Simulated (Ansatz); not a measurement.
# CH₄SiTe (SMILES C=[SiH][TeH]): single points off equilibrium

The task here is to estimate one member of a computed series from the others.

The runs use Ansatz 0.2.0, Gaussian basis; single points in def2-TZVPP.

Correlated methods freeze the cores. Filled d shells of the heavier atoms are correlated. Core potentials replace the inner electrons past krypton, and spin-orbit coupling is left out.

## Where the work starts

SMILES `C=[SiH][TeH]`, 7 atoms, charge 0, spin multiplicity 1.

Atoms are counted from 1 here; the program's logs count them from 0.

Bond lengths: C1–Si2 1.730 Å, C1–H4 1.121 Å, C1–H5 1.084 Å, Si2–Te3 2.491 Å, Si2–H6 1.446 Å, Te3–H7 1.613 Å. Angles: Si2–C1–H4 117.0°, Si2–C1–H5 124.5°, H4–C1–H5 118.1°, C1–Si2–Te3 124.6°, C1–Si2–H6 123.7°, Te3–Si2–H6 111.6°, Si2–Te3–H7 88.2°.

Geometry (Å):

```
atom     x (Å)     y (Å)     z (Å)
  C1  -1.23140   0.57190  -0.36930
 Si2   0.22820   0.28240   0.51350
 Te3   1.36490  -1.92830   0.67920
  H4  -1.61830  -0.26750  -1.00280
  H5  -1.72720   1.53390  -0.43900
  H6   0.87890   1.27740   1.33580
  H7   2.17620  -1.55550  -0.66430
```

The first run:

run/in.yaml reads:

```yaml
crystal:
  periodic: [false, false, false]
  atoms:
    - {symbol: C, position_ang: [-1.231400, 0.571900, -0.369300]}
    - {symbol: Si, position_ang: [0.228200, 0.282400, 0.513500]}
    - {symbol: Te, position_ang: [1.364900, -1.928300, 0.679200]}
    - {symbol: H, position_ang: [-1.618300, -0.267500, -1.002800]}
    - {symbol: H, position_ang: [-1.727200, 1.533900, -0.439000]}
    - {symbol: H, position_ang: [0.878900, 1.277400, 1.335800]}
    - {symbol: H, position_ang: [2.176200, -1.555500, -0.664300]}
basis:
  gaussian: {orbitals: def2-TZVPP}
correlation: {method: ccsd_t}
output: {forces: true}
```

No record of the launch command was kept for these runs.

Steps of the session up to this table: CCSD(T)/def2-TZVPP; PBE0-D4/def2-TZVPP; wB97M-V/def2-TZVPP; r2SCAN-D4/def2-TZVPP; PBE-D4/def2-TZVPP; HSE06-D4/def2-TZVPP; r2SCANh-D4/def2-TZVPP.

One table of the session follows, with a row left open; its other results are not shown here.

| method | RMS force component (eV/Å) | angle to CCSD(T) forces (°) | dipole (D) |
| --- | --- | --- | --- |
| CCSD(T) | 0.461 | reference | 0.51 |
| PBE0-D4 | 0.555 | 17.5 | 0.61 |
| wB97M-V | 0.553 | 23.6 | 0.69 |
| r2SCAN-D4 | 0.532 | 14.4 | 0.53 |
| PBE-D4 | ? | ? | ? |
| HSE06-D4 | 0.552 | 17.0 | 0.60 |
| r2SCANh-D4 | 0.542 | 16.2 | 0.57 |

Estimate the missing values for PBE-D4.

The run gave: RMS force component (eV/Å): 0.545; angle to CCSD(T) forces (°): 18.8; dipole (D): 0.51. In the column «RMS force component (eV/Å)» it lies between r2SCANh-D4 (0.542) and HSE06-D4 (0.552).
